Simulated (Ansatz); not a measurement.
Relaxation of a periodic cell of 17 atoms, CuGe16 (host Ge, host structure diamond, interstitial Cu), to a largest force component of 0.08 eV/Å in at most 25 steps.

The calculation used DFT r2SCAN, scalar-relativistic, plane waves, PAW (Ansatz). Settings: accuracy low, PAW set soft_1, cutoff 500 eV, k mesh 2x2x2, fermi-dirac smearing 0.15 eV, no spin polarisation.

```xyz
17
Lattice="0.0000 5.6600 5.6600 5.6600 0.0000 5.6600 5.6600 5.6600 0.0000" Properties=species:S:1:pos:R:3
Ge 0.000 0.000 0.000
Ge 1.415 1.415 1.415
Ge 2.830 2.830 0.000
Ge 4.245 4.245 1.415
Ge 2.830 0.000 2.830
Ge 4.245 1.415 4.245
Ge 5.660 2.830 2.830
Ge 7.075 4.245 4.245
Ge 0.000 2.830 2.830
Ge 1.415 4.245 4.245
Ge 2.830 5.660 2.830
Ge 4.245 7.075 4.245
Ge 2.830 2.830 5.660
Ge 4.245 4.245 7.075
Ge 5.660 5.660 5.660
Ge 7.075 7.075 7.075
Cu 5.656 5.719 2.862
```

Problem. Where does it end, and by what steps?

Solution. The run converged. The threshold is loose, so the end isn't yet a minimum. The force dipped under the threshold on the way, but the program's further checks kept it going. Limits of this set-up: coarse k mesh, a small cell, in which the defect meets its images, a typed lattice constant that wasn't relaxed here, low accuracy level. After 14 steps the energy has fallen by 0.166 eV; Cu17 moved furthest, 1.10 Å. Parted: Ge1–Cu17 (2.86 → 3.66 Å), Ge4–Cu17 (2.50 → 3.47 Å), Ge7–Cu17 (2.89 → 3.67 Å), Ge11–Cu17 (2.83 → 3.65 Å).

```json
{"step": "0", "energy less start (eV)": "0.0000", "largest force component (eV/Å)": "0.411", "accepted": "yes"}
{"step": "1", "energy less start (eV)": "-0.0513", "largest force component (eV/Å)": "0.100", "accepted": "yes"}
{"step": "2", "energy less start (eV)": "-0.0558", "largest force component (eV/Å)": "0.031", "accepted": "yes"}
{"step": "3", "energy less start (eV)": "-0.0576", "largest force component (eV/Å)": "0.031", "accepted": "yes"}
{"step": "4", "energy less start (eV)": "-0.0596", "largest force component (eV/Å)": "0.085", "accepted": "yes"}
{"step": "5", "energy less start (eV)": "-0.0676", "largest force component (eV/Å)": "0.229", "accepted": "yes"}
{"step": "6", "energy less start (eV)": "-0.0803", "largest force component (eV/Å)": "0.159", "accepted": "yes"}
{"step": "7", "energy less start (eV)": "-0.1149", "largest force component (eV/Å)": "0.109", "accepted": "yes"}
{"step": "8", "energy less start (eV)": "-0.1438", "largest force component (eV/Å)": "0.088", "accepted": "yes"}
{"step": "9", "energy less start (eV)": "-0.1498", "largest force component (eV/Å)": "0.203", "accepted": "yes"}
{"step": "10", "energy less start (eV)": "-0.1631", "largest force component (eV/Å)": "0.025", "accepted": "yes"}
{"step": "11", "energy less start (eV)": "-0.1631", "largest force component (eV/Å)": "0.025", "accepted": "yes"}
{"step": "12", "energy less start (eV)": "-0.1651", "largest force component (eV/Å)": "0.152", "accepted": "yes"}
{"step": "13", "energy less start (eV)": "-0.1662", "largest force component (eV/Å)": "0.070", "accepted": "yes"}
{"step": "14", "energy less start (eV)": "-0.1662", "largest force component (eV/Å)": "0.070", "accepted": "yes"}
```

```xyz
17
Lattice="0.0000 5.6600 5.6600 5.6600 0.0000 5.6600 5.6600 5.6600 0.0000" Properties=species:S:1:pos:R:3
Ge 0.005 0.003 -0.049
Ge 1.427 1.433 1.311
Ge 2.910 2.920 0.083
Ge 4.324 4.319 1.490
Ge 2.863 -0.088 2.737
Ge 4.221 1.335 4.166
Ge 5.664 2.780 2.833
Ge 7.084 4.148 4.258
Ge -0.094 2.866 2.737
Ge 1.336 4.219 4.165
Ge 2.783 5.661 2.833
Ge 4.135 7.093 4.260
Ge 2.664 2.662 5.497
Ge 4.070 4.076 6.906
Ge 5.562 5.568 5.692
Ge 6.993 6.990 7.052
Cu 6.311 6.334 3.493
```

Whether the end is a true minimum wasn't checked by a vibrational analysis.

Run time: 3.6 min on 4 threads of Arm Neoverse V1 (shared host), peak memory 2.1 GiB.
